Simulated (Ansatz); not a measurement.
# YSi2Ru2: a Ru atom hops into a vacancy

Method: DFT PBEsol, plane waves, PAW, scalar-relativistic, no spin polarisation, in Ansatz 0.2.0.

## (1) The system as given

The cell holds 19 atoms (Ru7Si8Y4): a = 8.252 Å, b = 8.252 Å, c = 5.561 Å, α = 68.23°, β = 68.23°, γ = 90.00°.

The empty site lies at (10.34, 4.13, -2.36) Å, and Ru17 starts at (8.26, 6.21, -2.37) Å. All atoms were shaken by about 0.02 Å to break the symmetry.

Its coordinates follow in the input file.

## (2) The band

crystal.atoms is the first end and neb.final_atoms the second, which differs in Ru17 alone.

input.yaml

```yaml
crystal:
  lattice:
    - [0.0, 8.251674, 4.4e-07]
    - [8.251674, 0.0, 4.4e-07]
    - [2.06291875, 2.06291875, -4.73428278]
  atoms:
    - { symbol: "Y", position: [-0.00019062, -0.00279383, 0.00120972] }
    - { symbol: Ru, position: [0.1229058, 0.3760558, 0.49713964] }
    - { symbol: Si, position: [0.18874604, 0.18979836, 0.25420779] }
    - { symbol: Si, position: [0.31702606, 0.31086221, 0.74647402] }
    - { symbol: "Y", position: [-0.00310794, 0.49892047, -3.363e-05] }
    - { symbol: Ru, position: [0.3736038, 0.6286467, 0.49933344] }
    - { symbol: Ru, position: [0.12560893, 0.87433427, 0.49989217] }
    - { symbol: Si, position: [0.1898133, 0.68965006, 0.24403046] }
    - { symbol: Si, position: [0.31444555, 0.81399092, 0.75174067] }
    - { symbol: "Y", position: [0.50054621, 0.00075936, 0.00063091] }
    - { symbol: Ru, position: [0.87676816, 0.12295242, 0.50126322] }
    - { symbol: Ru, position: [0.62916886, 0.37223558, 0.50113254] }
    - { symbol: Si, position: [0.68872294, 0.18393136, 0.24677688] }
    - { symbol: Si, position: [0.8126084, 0.30973307, 0.75162074] }
    - { symbol: "Y", position: [0.49876755, 0.49719162, 0.00563895] }
    - { symbol: Ru, position: [0.87271827, 0.62273887, 0.5115921] }
    - { symbol: Ru, position: [0.62802859, 0.87631153, 0.50011368] }
    - { symbol: Si, position: [0.69102003, 0.68304468, 0.25134108] }
    - { symbol: Si, position: [0.8109275, 0.80992037, 0.7501208] }
kpoints:
  mp_grid: { grid: [2, 2, 3] }
magnetization:
  spin_polarized: false
scf:
  occupations: { method: gaussian, width: 0.1 }
hamiltonian:
  pseudopotentials: { kind: paw }
  xc: pbesol
basis:
  ecutwfc: 420
neb:
  images: 3
  relax_end_points: true
  climbing: true
  f_tol: 0.1
  max_iterations: 40
  order_check: false
  final_atoms:
    - { symbol: "Y", position: [-0.00019062, -0.00279383, 0.00120972] }
    - { symbol: Ru, position: [0.1229058, 0.3760558, 0.49713964] }
    - { symbol: Si, position: [0.18874604, 0.18979836, 0.25420779] }
    - { symbol: Si, position: [0.31702606, 0.31086221, 0.74647402] }
    - { symbol: "Y", position: [-0.00310794, 0.49892047, -3.363e-05] }
    - { symbol: Ru, position: [0.3736038, 0.6286467, 0.49933344] }
    - { symbol: Ru, position: [0.12560893, 0.87433427, 0.49989217] }
    - { symbol: Si, position: [0.1898133, 0.68965006, 0.24403046] }
    - { symbol: Si, position: [0.31444555, 0.81399092, 0.75174067] }
    - { symbol: "Y", position: [0.50054621, 0.00075936, 0.00063091] }
    - { symbol: Ru, position: [0.87676816, 0.12295242, 0.50126322] }
    - { symbol: Ru, position: [0.62916886, 0.37223558, 0.50113254] }
    - { symbol: Si, position: [0.68872294, 0.18393136, 0.24677688] }
    - { symbol: Si, position: [0.8126084, 0.30973307, 0.75162074] }
    - { symbol: "Y", position: [0.49876755, 0.49719162, 0.00563895] }
    - { symbol: Ru, position: [0.87271827, 0.62273887, 0.5115921] }
    - { symbol: Ru, position: [0.37600283, 1.12816581, 0.4980422] }
    - { symbol: Si, position: [0.69102003, 0.68304468, 0.25134108] }
    - { symbol: Si, position: [0.8109275, 0.80992037, 0.7501208] }
```

Command:

```
$ ansatz run input.yaml --threads 4 --pin off --max-ram 8192MiB --backend cpu --events-out ev --progress --plain --runs-dir out
```

**Question.** How long does this run take on 4 threads of Arm Neoverse V1, shared host, and how much memory does it need?

About 5 min, with a peak of 1.9 GiB.
